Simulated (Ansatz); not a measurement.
B, space group P6/mmm: a scan of the energy under strain, run with Ansatz 0.2.0, Python API.

`b_strain.py`:
```python
'''Energy of B under tetragonal strain, ions carried with the cell.'''

import ansatz as az
import numpy as np
from tabulate import tabulate

vectors0 = np.array([
    [1.70243358, 0.0, 0.0],
    [-0.85121679, 1.47435072, 0.0],
    [0.0, 0.0, 3.63542285],
])
sites = [
    ('B', [0.0, 0.0, 0.0]),
]


def on_lattice(cell):
    crystal = az.Crystal(lattice=az.Lattice.of(cell))
    for symbol, position in sites:
        crystal = crystal.atom(symbol, position)
    return crystal

# clamped ions: the fractional positions stay as typed
values = np.linspace(-0.02, 0.02, 7)
energies = []
for d in values:
    strain = np.diag([d, d, (1 + d) ** -2 - 1])
    cell = vectors0 @ (np.eye(3) + strain)
    setup = on_lattice(cell).calculation()
    setup = setup.functional('r2scan')
    setup = setup.occupations('fermi_dirac', width=0.15).basis(500)
    setup = setup.kpoints(23, 23, 10)
    summary = setup.run().report
    energies.append(summary['free_energy_ev'] / len(sites))
    print(f'd = {d:+.4f}  F = {energies[-1]:.5f} eV/atom')
energies = np.array(energies)

print(tabulate(zip(values, 1000 * (energies - energies.min())), headers=['strain', 'dE (meV/atom)'], floatfmt='.3f'))
curvature = 2 * np.polyfit(values, energies, 3)[1]
volume = abs(np.linalg.det(vectors0)) / len(sites)
print(f'd2E/dd2 over the volume: {curvature / volume * 160.21766:.1f} GPa')
```

How much energy does this tetragonal strain cost, and what curvature follows?

Against the unstrained cell the energy per atom changes by +24.97 meV at one end of the scan and +18.32 meV at the other, and its second derivative over the volume is 1899.8 GPa.

The output:

`python b_strain.py` gives:
```text
d = -0.0200  F = -155.79021 eV/atom
d = -0.0133  F = -155.80364 eV/atom
d = -0.0067  F = -155.81191 eV/atom
d = +0.0000  F = -155.81518 eV/atom
d = +0.0067  F = -155.81363 eV/atom
d = +0.0133  F = -155.80746 eV/atom
d = +0.0200  F = -155.79686 eV/atom
  strain    dE (meV/atom)
--------  ---------------
  -0.020           24.967
  -0.013           11.531
  -0.007            3.268
   0.000            0.000
   0.007            1.546
   0.013            7.718
   0.020           18.316
d2E/dd2 over the volume: 1899.8 GPa
```

Reading the output:
- Total energies depend on the potentials; only differences at equal settings carry meaning.
- A Fermi-Dirac width this large means warm electrons, whose thermal share enters the free energy.
- The curvature belongs to this strain pattern and to the cell's stress; it equals a single elastic constant only for simple patterns.
- In a metal a curvature from energy changes of a few meV or less hangs on mesh and smearing, in size and even in sign.
- This isn't the structure that B takes at ambient conditions.
- The ions keep their fractional positions (clamped ions).
- Run time: 20 s on 1 thread of Intel(R) Xeon(R) Processor @ 2.30GHz, on a shared host, peak memory 0.48 GiB.
